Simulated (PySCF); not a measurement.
# IrSI: relaxation and vibrations of the quintet

The task is one start of a wider search on IrSI: the quintet, from a PBE0 minimum start. It is relaxed, tested by its Hessian and followed downhill if it is a saddle.

The runs use PySCF 2.14.0; PBE0, basis Ir def2-SVP with ECP60, S def2-SVP, I def2-SVP with ECP28, scalar-relativistic core potentials, no spin–orbit coupling, density fitting.

## Step 1: Where the work starts

3 atoms, charge 0, spin multiplicity 5.

Bond lengths: Ir1–S2 2.134 Å, Ir1–I3 2.585 Å. Angles: S2–Ir1–I3 142.8°.

```xyz
3
charge 0 multiplicity 5
Ir    0.0019   -0.3092   -0.7310
S    -0.0032    0.5334   -2.6920
I    -0.0019    0.3138    1.7780
```

## Step 2: First SCF at the start

One driver script runs all steps and calls PySCF; scf.py shows how it sets up the SCF of each step. The optimiser is the driver's own. After this first run the driver tries any further starts and a stability analysis.

Input file scf.py:

```python
from pyscf import gto, scf, dft
mol = gto.M(atom='''
Ir     0.001869    -0.309165    -0.730954
S     -0.003224     0.533422    -2.691985
I     -0.001897     0.313841     1.778013''',
    basis={'Ir': 'def2-SVP', 'S': 'def2-SVP', 'I': 'def2-SVP'},
    ecp={'Ir': 'def2-SVP', 'I': 'def2-SVP'},
    charge=0, spin=4)
mf = dft.UKS(mol, xc='PBE0')
mf.grids.atom_grid = (50, 194)
aux = {'Ir': 'def2-universal-JKFIT', 'S': 'def2-universal-JKFIT', 'I': 'def2-universal-JKFIT'}
mf = mf.density_fit(auxbasis=aux)
mf.conv_tol = 1e-08
mf.diis_space = 10
mf.max_cycle = 60
mf.init_guess = 'minao'
mf.verbose = 4
mf.kernel()
```

The run is started by

```console
OMP_NUM_THREADS=2 python axn.py task.json out
```

Further steps of the session: Relaxing the quintet from the PBE0 minimum start; Frequencies.

**Question.** What will these runs give? Wanted: minimum; geometry; wavenumbers; dipole moment; highest occupied, lowest empty level; polar-tensor charge of Ir1; zero-point energy; atomisation energy; ⟨S²⟩.

As calculated:

| quantity | value |
| --- | --- |
| minimum | quintet, Cs |
| geometry | Ir–I 2.585 Å, Ir–S 2.134 Å; I–Ir–S 142.8° |
| wavenumbers (cm⁻¹) | 45 (a'), 195 (a'), 479 (a') |
| dipole moment | 1.38 D |
| highest occupied, lowest empty level (either spin) | -7.05, -4.85 eV |
| polar-tensor charge of Ir1 | +0.58 e |
| zero-point energy | 4.3 kJ/mol |
| entropy at 298.15 K | 346.7 J/(mol K) |
| atomisation energy (no zero-point energy) | 617 kJ/mol |
| ⟨S²⟩ | 6.013 |

What this shows: The molecule stays Cs, as typed, and the end point is a minimum. In the infrared the band at 195 cm⁻¹ (a', stretch) leads. Most of the spin sits on Ir1 (Mulliken spin 2.40, against 4 for the whole molecule). The first SCF alone would have been 4 kJ/mol too high. Other starts or spin states, not run here, may lie lower. Open d and f shells are described by one determinant, and the ground state may have another occupation or spin. With an element this heavy the missing spin–orbit coupling can shift these numbers.
